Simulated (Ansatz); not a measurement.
# GaBr+ (doublet): from Hartree-Fock to the top rungs at distance Ga1–Br2 = 4.237 Å, cc-pVTZ

An exercise on one series of results from a longer session: the logs are not shown, and one member is left open.

Computed with Ansatz 0.2.0, Gaussian basis. Level: cc-pVTZ, core rule «outside noble gas», up to 28 orbitals frozen.

The runs, in order: UHF; CCSD(T) on ROHF; CCSD(T) on UHF; BCCD(T) on ROHF; CISD; CCSDT(Q) on ROHF; CCSDT(Q) on UHF; CASSCF and NEVPT2, 3 electrons in 3 orbitals; CASSCF and MRCISD+Q, 9 electrons in 8 orbitals; CASSCF and NEVPT2, 9 electrons in 8 orbitals.

18 further runs of the same task are left out: 6 for a known fault of the program, 9 that didn't finish, 3 set aside as unsound or not needed.

## The geometry

The geometry derives from a PBE0/def2-TZVP stationary point (not a proven minimum). One bond is set to the value named and the two fragments are kept rigid. No spin-orbit coupling is included. The filled d shell of Ga, Br may be among the frozen orbitals whatever the setting's name suggests; the logs give the count.

2 atoms, charge 1, spin multiplicity 2.

Atoms are counted from 1 here; the program's logs count them from 0.

No contacts short enough for the rule that draws bonds.

The first run:

in.yaml reads:

```yaml
crystal:
  periodic: [false, false, false]
  atoms:
    - {symbol: Ga, position_ang: [0.000000, 0.000000, 0.000000]}
    - {symbol: Br, position_ang: [0.000000, 0.000000, 4.237000]}
basis:
  gaussian: {orbitals: cc-pVTZ}
total_charge: 1
magnetization: {spin_polarized: true, initial_magnetization: 1}
hamiltonian: {xc: hf}
output: {orbitals: {seedname: orbitals}}
```

On the command line:

```bash
> ansatz run in.yaml --threads 1 --pin off --events-out ev --progress --plain --max-ram 2393MiB
```

Among the steps run: UHF; CCSD(T) on ROHF; CCSD(T) on UHF; BCCD(T) on ROHF; CISD; CCSDT(Q) on ROHF; CCSDT(Q) on UHF; CASSCF and NEVPT2, 3 electrons in 3 orbitals; CASSCF and MRCISD+Q, 9 electrons in 8 orbitals; CASSCF and NEVPT2, 9 electrons in 8 orbitals.

One of the session's tables, all rows but one given; the rest of the session is left out.

| method | from UCCSDT(Q) (kcal/mol) |
| --- | --- |
| ROHF | +126.11 |
| UHF | +123.03 |
| RMP2 | +22.01 |
| UMP2 | +22.45 |
| CISD | +11.73 |
| RCCSD | +3.48 |
| UCCSD | +3.34 |
| RCCSD(T) | +0.49 |
| UCCSD(T) | +0.43 |
| BCCD(T) | +0.49 |
| RCCSDT | ? |
| UCCSDT | +0.07 |
| RCCSDT(Q) | +0.07 |
| UCCSDT(Q) | 0 |
| CASSCF valence | +104.23 |
| NEVPT2 valence | +25.87 |
| MRCISD valence | +7.35 |
| MRCISD+Q valence | +0.88 |

Q: Estimate the row for RCCSDT from the others.

As computed: from UCCSDT(Q) (kcal/mol): +0.14. In the column «from UCCSDT(Q) (kcal/mol)» it lies between RCCSDT(Q) (+0.07) and UCCSD(T) (+0.43).

Left out of the table: CASSCF pair, NEVPT2 pair (the active space lost an orbital or holds another state than full CI finds).

Limits of these values: Restricted and unrestricted rows rest on different reference determinants; where their highest levels disagree by more than a few hundredths of an eV, they describe different states and don't form one ladder. Warnings in the runs' records: passed over end.
